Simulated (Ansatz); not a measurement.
# As13P3: the cost of one run

Program: Ansatz 0.2.0. Level of theory: DFT PBE+D3(BJ), scalar-relativistic, plane waves, PAW. These are calculated values, not measurements.

That is the level of the relaxation; later steps name their own.

## 1. The structure to begin with

It takes space group P1 (No. 1, triclinic). Conventional cell: a = 7.351 Å, b = 7.351 Å, c = 7.557 Å, α = 67.76°, β = 67.76°, γ = 77.08°. As (site symmetry 1) has 2 As at 2.33 Å and 1 P at 2.35 Å as nearest neighbours. As (site symmetry 1) has 3 As at 2.33 to 2.35 Å as nearest neighbours. As (site symmetry 1) has 2 P at 2.33 Å and 1 As at 2.35 Å as nearest neighbours. Around As (site symmetry 1) lie 1 P at 2.33 Å and 2 As at 2.33 to 2.35 Å. P (site symmetry 1) is surrounded by 1 P at 2.33 Å and 2 As at 2.33 to 2.35 Å. Only part of the 16 independent sites is listed.

Coordinates:

```
As P
1.0
     1.73409    5.48190    4.57972
     1.73409    5.48190   -4.57972
    -5.20226    5.48190    0.00000
As P
13 3
Direct
  0.11656 0.03587 0.05081
  0.61655 0.53587 0.05081
  0.86655 0.78587 0.55081
  0.36656 0.28587 0.55081
  0.58913 0.00844 0.19919
  0.08912 0.50845 0.19919
  0.33913 0.75845 0.69919
  0.13345 0.21413 0.44919
  0.38344 0.46413 0.94919
  0.66087 0.24155 0.30081
  0.16087 0.74155 0.30081
  0.41087 0.99155 0.80081
  0.91087 0.49156 0.80081
  0.83913 0.25844 0.69919
  0.63345 0.71413 0.44919
  0.88345 0.96413 0.94919
```

(A quick probe on a coarse mesh, which set the mesh and smearing, is not shown.)

## 3. A loose first relaxation

File input.yaml:

```yaml
crystal:
  lattice:
    - [1.73408791, 5.48190137, 4.5797197]
    - [1.73408791, 5.48190137, -4.5797197]
    - [-5.20226374, 5.48190137, 0.0]
  atoms:
    - { symbol: As, position: [0.116555, 0.035875, 0.05081] }
    - { symbol: As, position: [0.616555, 0.535875, 0.05081] }
    - { symbol: As, position: [0.866555, 0.785875, 0.55081] }
    - { symbol: As, position: [0.366555, 0.285875, 0.55081] }
    - { symbol: As, position: [0.589125, 0.008445, 0.19919] }
    - { symbol: As, position: [0.089125, 0.508445, 0.19919] }
    - { symbol: As, position: [0.339125, 0.758445, 0.69919] }
    - { symbol: P, position: [0.839125, 0.258445, 0.69919] }
    - { symbol: As, position: [0.133445, 0.214125, 0.44919] }
    - { symbol: P, position: [0.633445, 0.714125, 0.44919] }
    - { symbol: P, position: [0.883445, 0.964125, 0.94919] }
    - { symbol: As, position: [0.383445, 0.464125, 0.94919] }
    - { symbol: As, position: [0.660875, 0.241555, 0.30081] }
    - { symbol: As, position: [0.160875, 0.741555, 0.30081] }
    - { symbol: As, position: [0.410875, 0.991555, 0.80081] }
    - { symbol: As, position: [0.910875, 0.491555, 0.80081] }
basis:
  ecutwfc: 420
kpoints:
  mp_grid: { grid: [4, 4, 4] }
hamiltonian:
  xc: pbe
  dispersion: d3bj
scf:
  occupations: { method: gaussian, width: 0.1 }
output:
  forces: true
  stress: true
  eigenvalues: true
relax:
  adjacent_minimum: "off"
  f_tol: 0.05
  max_steps: 80
  cell: { stress_tol: 0.5 }
```

Run with:

```bash
ansatz run input.yaml --threads 4 --pin off --max-ram 10240MiB --backend cpu --events-out ev --progress --plain --runs-dir out
```

**Question.** How long does this run take on 4 threads of Arm Neoverse N1, shared host, and how much memory does it need?

About 14 min, with a peak of 1.9 GiB.
